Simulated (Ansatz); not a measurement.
# NaMg3O4 under changes of volume

One of the cells (10.316 Å³/atom); the others are scaled copies at fixed shape and fractional positions:

```
CELL_PARAMETERS angstrom
4.35375 0.00000 0.00000
0.00000 4.35375 0.00000
0.00000 0.00000 4.35375
ATOMIC_POSITIONS crystal
Mg 0.50000 0.50000 0.00000
Mg 0.00000 0.50000 0.50000
Mg 0.50000 0.00000 0.50000
Na 0.00000 0.00000 0.00000
O 0.00000 0.50000 0.00000
O 0.50000 0.00000 0.00000
O 0.00000 0.00000 0.50000
O 0.50000 0.50000 0.50000
```

The cell comes from a database or a generator and needn't be the stable form of this composition.

- Program: Ansatz 0.2.0
- Functional: PBE
- Dispersion: D3(BJ)
- Potentials or basis: Ansatz PAW
- Cutoff: 420 eV (not typed: the program's choice for these potentials)
- k mesh: 6 × 6 × 6
- Occupations: tetrahedron
- Spin: no spin polarisation

```csv
volume (Å³/atom),energy over the lowest point (meV/atom),pressure (GPa)
9.697,1.51,2.6
9.903,0.00,-0.2
10.109,2.03,-2.8
10.316,7.06,-5.1
10.522,?,?
10.728,25.23,-8.9
10.935,37.86,-10.6
```

What does the run at 10.522 Å³/atom give?

Energy over the lowest point 14.94 meV/atom; pressure -7.1 GPa.

Worked out: A Birch-Murnaghan fit of order 3 (a polynomial in V^(-2/3)) to the other rows has its minimum at 9.88 Å³/atom with B0 = V·E''(V) = 129 GPa and B' = 4.2. It gives 14.91 meV/atom at 10.522 Å³/atom, against the run's 14.94, and -dE/dV = -7.1 GPa, against -7.1.

Energies are extrapolated to zero smearing.

Caveats: an odd number of electrons without spin polarisation forces a metal; a magnetic or distorted state may lie lower; pairwise dispersion overbinds metals, which lowers pressure and volume; with tetrahedron occupations forces and stress needn't match the slope of the energy.
